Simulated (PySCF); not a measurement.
# H2HoO2 (Ho(OH)2+): the cost of one run

Program: PySCF 2.14.0. Level of theory: PBE0, Ho lcecp-1-SVP with ECP56, O def2-SVP, H def2-SVP; scalar-relativistic core potentials, no spin–orbit coupling. These are calculated values, not measurements.

1 further run of the same task is left out (for a known fault of the program).

## Step 1: The system as given

5 atoms, charge 1, spin multiplicity 1.

Bond lengths: Ho1–O2 2.143 Å, Ho1–O4 2.143 Å, O2–H3 0.966 Å, O4–H5 0.966 Å. Angles: O2–Ho1–O4 131.8°, Ho1–O2–H3 158.8°, Ho1–O4–H5 158.8°.

As a file:

```
Ho    0.00000    0.00000    0.00000
O     1.95590    0.00000    0.87530
H     2.91550   -0.09060    0.93440
O    -1.95590    0.00000    0.87530
H    -2.91550    0.09060    0.93440
```

Formal oxidation states: Ho +3. Each metal's 10 4f electrons lie in its core potential, so multiplicities, spins and levels count the valence alone.

## Step 2: SCF at the start, singlet

The input, run.py (the lines that set the calculation):

```python
mol = gto.M(atom='''
Ho     0.00000     0.00000     0.00000
O      1.95590     0.00000     0.87530
H      2.91550    -0.09060     0.93440
O     -1.95590     0.00000     0.87530
H     -2.91550     0.09060     0.93440''',
    basis={'Ho': 'lcecp-1-SVP', 'O': 'def2-SVP', 'H': 'def2-SVP'},
    ecp={'Ho': 'lcecp-1-SVP'},
    charge=1, spin=0)
mf = dft.RKS(mol, xc='PBE0')
mf.grids.atom_grid = (50, 194)  # f atoms: unpruned, at least (60, 302)
mf = mf.density_fit()  # fitting sets: Ho AutoAux, O def2-universal-JKFIT, H def2-universal-JKFIT
mf.conv_tol = 1e-08; mf.max_cycle = 55
mf.kernel(dm0)  # dm0: free metal ions and neutral atoms
```

Launch:

```sh
OMP_NUM_THREADS=2 python run.py
```

What time and memory should one allow on 2 threads of Arm Neoverse V2, shared host?

About 1.8 s, with a peak of 0.39 GiB.
